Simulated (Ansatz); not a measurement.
# C2H7Ge radical: up Jacob's ladder to CCSD(T)

One table from this session's results is given with a row withheld; the runs are named, their logs left out.

Method: functionals in def2-TZVPP, the program's frozen cores in correlated methods; program: Ansatz 0.2.0, Gaussian basis.

The runs, in order: LDA (SPW92), PBE-D4, revPBE-D4, BLYP-D4, r2SCAN-D4, B97M-V, PBE0-D4, B3LYP-D4, r2SCANh-D4, r2SCAN0-D4, HSE06-D4, BHLYP-D4, CAM-B3LYP-D4, LC-ωPBE, ωB97X-V, ωB97M-V, B2PLYP, PBE-QIDH; CCSD(T)/def2-SVP; CCSD(T)/def2-TZVPP; MP2/def2-QZVPP; extrapolation to the limit; RPA on PBE.

### Structure used throughout

All runs share one geometry, relaxed beforehand with PBE0-D4 in a triple-zeta def2 set.

10 atoms, charge 0, spin multiplicity 2.

Atoms are counted from 1 here; the program's logs count them from 0.

Bond lengths: C1–Ge2 1.964 Å, C1–H4 1.094 Å, C1–H5 1.090 Å, C1–H6 1.091 Å, Ge2–C3 1.964 Å, Ge2–H7 1.553 Å, C3–H8 1.091 Å, C3–H9 1.094 Å, C3–H10 1.090 Å. Angles: Ge2–C1–H4 109.6°, Ge2–C1–H5 110.7°, Ge2–C1–H6 110.4°, H4–C1–H5 108.7°, H4–C1–H6 108.6°, H5–C1–H6 108.8°, C1–Ge2–C3 110.6°, C1–Ge2–H7 109.9°, C3–Ge2–H7 109.9°, Ge2–C3–H8 110.4°, Ge2–C3–H9 109.6°, Ge2–C3–H10 110.7°, H8–C3–H9 108.6°, H8–C3–H10 108.8°, H9–C3–H10 108.7°.

Coordinates:

| atom | x (Å) | y (Å) | z (Å) |
| --- | --- | --- | --- |
| C1 | -1.1965 | 0.8729 | -0.6597 |
| Ge2 | 0.7097 | 0.5053 | -0.3633 |
| C3 | 0.9422 | -0.8702 | 1.0189 |
| H4 | -1.7035 | -0.0447 | -0.9711 |
| H5 | -1.3273 | 1.6249 | -1.4380 |
| H6 | -1.6608 | 1.2329 | 0.2590 |
| H7 | 1.3716 | 0.0411 | -1.6889 |
| H8 | 0.5023 | -0.5399 | 1.9606 |
| H9 | 0.4458 | -1.7930 | 0.7059 |
| H10 | 1.9997 | -1.0804 | 1.1795 |

Set-up of the first run:

Input file in.yaml:

```yaml
crystal:
  periodic: [false, false, false]
  atoms:
    - {symbol: C, position_ang: [-1.196461, 0.872859, -0.659740]}
    - {symbol: Ge, position_ang: [0.709689, 0.505296, -0.363257]}
    - {symbol: C, position_ang: [0.942211, -0.870243, 1.018878]}
    - {symbol: H, position_ang: [-1.703480, -0.044692, -0.971090]}
    - {symbol: H, position_ang: [-1.327332, 1.624873, -1.437967]}
    - {symbol: H, position_ang: [-1.660798, 1.232947, 0.259049]}
    - {symbol: H, position_ang: [1.371578, 0.041149, -1.688888]}
    - {symbol: H, position_ang: [0.502252, -0.539926, 1.960574]}
    - {symbol: H, position_ang: [0.445825, -1.793025, 0.705882]}
    - {symbol: H, position_ang: [1.999715, -1.080441, 1.179458]}
basis:
  gaussian: {orbitals: def2-TZVPP}
magnetization: {spin_polarized: true, initial_magnetization: 1}
hamiltonian: {xc: lda}
output: {orbitals: {seedname: orbitals}}
```

Steps of the session up to this table: LDA; PBE-D4 (GGA); revPBE-D4 (GGA); BLYP-D4 (GGA); r2SCAN-D4 (meta-GGA); B97M-V (meta-GGA); PBE0-D4 (hybrid); B3LYP-D4 (hybrid); r2SCANh-D4 (hybrid); r2SCAN0-D4 (hybrid); HSE06-D4 (hybrid); BHLYP-D4 (hybrid); CAM-B3LYP-D4 (range-separated); LC-ωPBE-D4 (range-separated; the results give it without D4); ωB97X-V (range-separated); ωB97M-V (range-separated); B2PLYP (double hybrid); PBE-QIDH (double hybrid).

One of the session's tables, all rows but one given; the rest of the session is left out.

It belongs to the step «Frontier levels by functional». 

| functional | HOMO (eV) | LUMO (eV) | gap (eV) |
| --- | --- | --- | --- |
| LDA (SPW92) | -4.43 | -3.39 | 1.03 |
| PBE-D4 | -4.42 | -3.01 | 1.41 |
| revPBE-D4 | -4.41 | -2.87 | 1.54 |
| BLYP-D4 | -4.22 | -3.07 | 1.15 |
| r2SCAN-D4 | -4.78 | -2.61 | 2.17 |
| B97M-V | -4.57 | -3.22 | 1.34 |
| PBE0-D4 | -5.52 | -2.05 | 3.47 |
| B3LYP-D4 | -5.25 | -2.49 | 2.76 |
| r2SCANh-D4 | -5.17 | -2.29 | 2.89 |
| r2SCAN0-D4 | -5.77 | -1.81 | 3.97 |
| HSE06-D4 | -5.13 | -2.43 | 2.70 |
| BHLYP-D4 | -6.42 | -1.25 | 5.17 |
| CAM-B3LYP-D4 | -6.73 | -1.17 | 5.55 |
| LC-ωPBE | -8.14 | 0.31 | 8.45 |
| ωB97X-V | -7.64 | -0.19 | 7.45 |
| ωB97M-V | ? | ? | ? |

Estimate the missing values for ωB97M-V.

As computed: HOMO (eV): -7.49; LUMO (eV): -0.28; gap (eV): 7.21. In the column «HOMO (eV)» it lies between ωB97X-V (-7.64) and CAM-B3LYP-D4 (-6.73).
